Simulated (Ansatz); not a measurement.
# FGeH3: the cost of one run

Program: Ansatz 0.2.0. Level of theory: RHF-MP2, frozen core/def2-TZVP. These are calculated values, not measurements.

## (1) Reference run: GeH₃F, relaxed

Contents of input.yaml:

```yaml
crystal:
  periodic: [false, false, false]
  atoms:
    - { symbol: Ge, position_ang: [-0.98572, -0.145993, 0.489759] }
    - { symbol: F, position_ang: [0.444921, -1.072562, -0.748502] }
    - { symbol: H, position_ang: [0.456602, 0.130029, -0.857726] }
    - { symbol: H, position_ang: [-0.042183, 1.018025, -0.525779] }
    - { symbol: H, position_ang: [0.12638, 0.0705, 1.642247] }
basis:
  gaussian: { orbitals: def2-TZVP }
hamiltonian:
  xc: hf
output:
  forces: true
correlation:
  method: mp2
relax:
  f_tol: 0.02
  max_steps: 120
  constraints: [{ distance: [1, 2] }, { distance: [0, 1] }, { distance: [0, 2] }]
  escape_saddle: false
```

On the command line:

```
ansatz run input.yaml --threads 1 --pin off --max-ram 2560MiB --backend cpu --events-out ev --progress --plain --runs-dir out
```

**Question.** How long does this run take on 1 thread of Arm Neoverse V1, shared host, and how much memory does it need?

About 15 s, with a peak of 0.18 GiB.
